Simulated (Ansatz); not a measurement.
**AsH (triplet): wave-function methods side by side at distance As1–H2 = 2.854 Å, cc-pVTZ**

Aim: climb from Hartree-Fock through coupled cluster and multireference methods for AsH (triplet) at one geometry and basis, and see what each rung misses.

Method: cc-pVTZ, core rule «outside noble gas», up to 14 orbitals frozen; program: Ansatz 0.2.0, Gaussian basis.

To be run: UHF; CCSD(T) on ROHF; CCSD(T) on UHF; BCCD(T) on ROHF; CISD as a restricted active space (open shells left free, so some higher excitations enter); CCSDT(Q) on ROHF; CCSDT(Q) on UHF; CCSDTQ on ROHF; CASSCF and MRCISD+Q, 4 electrons in 4 orbitals; CASSCF and NEVPT2, 4 electrons in 4 orbitals; CASSCF and MRCISD+Q, 6 electrons in 5 orbitals; CASSCF and NEVPT2, 6 electrons in 5 orbitals; Full CI.

2 further runs of the same task are left out: 1 for a known fault of the program, 1 that didn't finish. Runs told in other sessions of the task aren't counted.

### 1 What is computed

The geometry derives from a PBE0/def2-TZVP stationary point (not a proven minimum). One bond is set to the value named and the two fragments are kept rigid. No spin-orbit coupling is included. The filled d shell of As may be among the frozen orbitals whatever the setting's name suggests.

2 atoms, charge 0, spin multiplicity 3.

Atoms are counted from 1 here; the program's logs count them from 0.

No contacts short enough for the rule that draws bonds.

Coordinates:

```xyz
2
charge 0, multiplicity 3
As    0.0000    0.0000    0.0000
H     0.0000    0.0000    2.8540
```

### 2 UHF

in.yaml reads:

```yaml
crystal:
  periodic: [false, false, false]
  atoms:
    - {symbol: As, position_ang: [0.000000, 0.000000, 0.000000]}
    - {symbol: H, position_ang: [0.000000, 0.000000, 2.854000]}
basis:
  gaussian: {orbitals: cc-pVTZ}
magnetization: {spin_polarized: true, initial_magnetization: 2}
hamiltonian: {xc: hf}
output: {orbitals: {seedname: orbitals}}
```

Launch:

```sh
> ansatz run in.yaml --threads 1 --pin off --events-out ev --progress --plain --max-ram 4096MiB --backend cpu
```

After this run come: CCSD(T) on ROHF; CCSD(T) on UHF; BCCD(T) on ROHF; CISD as a restricted active space (open shells left free, so some higher excitations enter); CCSDT(Q) on ROHF; CCSDT(Q) on UHF; CCSDTQ on ROHF; CASSCF and MRCISD+Q, 4 electrons in 4 orbitals; CASSCF and NEVPT2, 4 electrons in 4 orbitals; CASSCF and MRCISD+Q, 6 electrons in 5 orbitals; CASSCF and NEVPT2, 6 electrons in 5 orbitals; Full CI.

**Question.** What will the summary of the whole plan be? Wanted: FCI from the RHF energy; RMP2 from FCI; UMP2 from FCI; RCCSD from FCI; RCCSD(T) from FCI; UCCSD(T) from FCI; RCCSDT(Q) from FCI; UCCSDT(Q) from FCI; NEVPT2 pair from FCI.

The runs gave:

| quantity | value |
| --- | --- |
| FCI from the ROHF energy | -4.8488 eV |
| RMP2 from FCI | +161.9 kJ/mol |
| UMP2 from FCI | +60.7 kJ/mol |
| RCCSD from FCI | +28.1 kJ/mol |
| RCCSD(T) from FCI | +5.1 kJ/mol |
| UCCSD(T) from FCI | +6.9 kJ/mol |
| RCCSDT(Q) from FCI | -0.1 kJ/mol |
| UCCSDT(Q) from FCI | -0.9 kJ/mol |
| NEVPT2 pair from FCI | +47.1 kJ/mol |
| MRCISD+Q pair from FCI | +1.1 kJ/mol |
| NEVPT2 valence from FCI | +50.8 kJ/mol |
| levels within 1 kcal/mol (43 meV) | RCCSDT, UCCSDT, RCCSDT(Q), UCCSDT(Q), RCCSDTQ, MRCISD+Q pair, MRCISD+Q valence |
| T1 diagnostic | 0.169 |
| effectively unpaired electrons | 3.23 |

RCCSD(T) lands +5.1 kJ/mol from the yardstick (1.1 % of the correlation energy). UCCSDT(Q) falls below full CI: unrestricted runs freeze a spin-polarised core, another one than full CI's, and coupled cluster isn't variational. With 3.2 effectively unpaired electrons against 2 the state is strongly multireference. Coupled cluster on one determinant still stays close here. Of the multireference levels listed MRCISD+Q valence comes nearest in total energy (+0.9 kJ/mol), which doesn't show that its space is the better one. These misses are within one basis, not against nature; the frozen cores of restricted and unrestricted runs differ, which can shift their rows.

Levels on UHF freeze UHF's core orbitals, full CI those of ROHF, so the U rows can settle a little off it for that reason alone.

With open shells the CI space here admits some higher excitations, so it is larger than plain CISD.
